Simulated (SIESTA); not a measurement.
Crystal: MgSe2.

```xyz
12
Lattice="6.4600 0.0000 0.0000 0.0000 6.4600 0.0000 0.0000 0.0000 6.4600" Properties=species:S:1:pos:R:3 pbc="T T T"
Se    2.5439    2.5439    2.5439
Se    3.9161    5.7739    0.6861
Se    0.6861    3.9161    5.7739
Se    5.7739    0.6861    3.9161
Se    3.9161    3.9161    3.9161
Se    2.5439    0.6861    5.7739
Se    5.7739    2.5439    0.6861
Se    0.6861    5.7739    2.5439
Mg    0.0000    0.0000    0.0000
Mg    0.0000    3.2300    3.2300
Mg    3.2300    0.0000    3.2300
Mg    3.2300    3.2300    0.0000
```

The cell comes from a database or a generator and needn't be the stable form of this composition.

```yaml
Program: SIESTA 5.4.2
Task: single point
Functional: PBEsol
Potentials_or_basis: PseudoDojo 0.4 standard (PBEsol files)
Basis: DZP (energy shift 0.003 Ry; two zetas on semicore shells)
Grid_cutoff: 800 Ry
Energy_shift: 0.003 Ry
k_mesh: 4 × 4 × 4
Occupations: fermi-dirac, width 0.05 eV
Spin: no spin polarisation
```

On this cell: pressure 1.6 GPa; largest force 0.925 eV/Å; band gap on the k mesh 1.61 eV, indirect (least direct gap 1.80 eV).

The same run follows on a disturbed copy (atoms moved at random, drawn with an rms of 0.05 Å):

```
CELL_PARAMETERS angstrom
6.46000 0.00000 0.00000
0.00000 6.46000 0.00000
0.00000 0.00000 6.46000
ATOMIC_POSITIONS crystal
Se 0.39619 0.39983 0.39522
Se 0.60169 0.89977 0.10925
Se 0.10512 0.60500 0.89161
Se 0.89353 0.11511 0.60511
Se 0.61626 0.59812 0.60889
Se 0.39134 0.11344 0.88926
Se 0.89875 0.40002 0.10645
Se 0.10727 0.88917 0.39310
Mg 0.99580 0.99527 0.00107
Mg 0.99767 0.50302 0.49949
Mg 0.50308 0.00507 0.50135
Mg 0.50875 0.50227 0.00489
```

Q: What does the disturbed cell give?

A: The energy moves by +6.1 meV/atom; pressure 1.6 GPa; largest force 1.491 eV/Å; band gap on the k mesh 1.51 eV, indirect (least direct gap 1.74 eV).

Forces in eV/Å, atoms in the order of the input:
```
Se  -0.706 -0.704 -0.625
Se   0.472 -0.463  0.274
Se   0.933  0.876 -0.745
Se  -0.202  0.011  0.299
Se   0.291  1.002  0.628
Se  -0.431  0.294 -0.200
Se  -0.755 -1.011  0.795
Se   0.323 -0.024 -0.201
Mg   0.058  0.174 -0.069
Mg   0.262 -0.055 -0.063
Mg  -0.051 -0.144  0.006
Mg  -0.194  0.041 -0.101
```

Stress tensor (GPa, compression positive):
```
 1.71  0.80 -0.28
 0.80  1.49 -0.14
-0.28 -0.14  1.74
```

Caveats: the basis of atomic orbitals isn't converged, which shifts pressures, moduli and gaps.

A k mesh can miss the band edges.
